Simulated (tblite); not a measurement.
# C2H14GeN2Si2: the cost of one run

Computed with tblite 0.8.0 and PySCF 2.14.0, with density-fitted response routines of our own, on a single molecule, in the gas phase or a continuum. Atoms count from 0, in the outputs and in this text.

### Step 1. Starting geometry

21 atoms, charge 0, multiplicity 1; geometry from: force field or distance geometry start.

Bonds of the start (Å): C0–N1 1.45, N1–C2 1.45, N1–Ge3 1.86, Ge3–N4 1.89, N4–Si5 1.79, N4–Si6 1.81, C0–H7 1.10, C0–H8 1.11, C0–H9 1.12, C2–H10 1.11, C2–H11 1.09, C2–H12 1.11, Ge3–H13 1.54, Ge3–H14 1.56, Si5–H15 1.48, Si5–H16 1.46, Si5–H17 1.46, Si6–H18 1.47, Si6–H19 1.47, Si6–H20 1.48.

### Step 2. Optimising the geometry with GFN2-xTB

What the job is given:

```
{"job": {"kind": "relax", "xc": "GFN2-xTB", "basis": "xTB"}, "charge": 0, "multiplicity": 1}
C     -2.421100     1.504700     0.271000
N     -1.612600     0.388100     0.704200
C     -2.319000    -0.840000     0.405700
Ge    -0.003500     0.512400    -0.226200
N      1.415300    -0.287400     0.728700
Si     1.795200    -1.917900     0.086100
Si     2.854100     0.726200     0.322700
H     -2.525300     1.470700    -0.827300
H     -1.846900     2.430400     0.500500
H     -3.416800     1.533000     0.785700
H     -2.839400    -1.162700     1.333500
H     -1.647400    -1.652500     0.126400
H     -3.054000    -0.592300    -0.389100
H     -0.110900    -0.028700    -1.660800
H      0.351500     2.029800    -0.297900
H      3.197500    -2.249400     0.443400
H      0.941800    -2.957400     0.644400
H      1.703200    -1.854600    -1.369200
H      3.265000     0.319500    -1.030500
H      3.912500     0.528000     1.321900
H      2.351700     2.117200     0.281300
```

On the command line:

```
$ OMP_NUM_THREADS=1 python probes_run.py task.json out
```

This one command runs all jobs of the session in turn.

**Question.** How long does this first job take on 1 thread of Arm Neoverse N1, shared host, and how much memory does it need?

About 4.4 s, with a peak of 0.18 GiB.
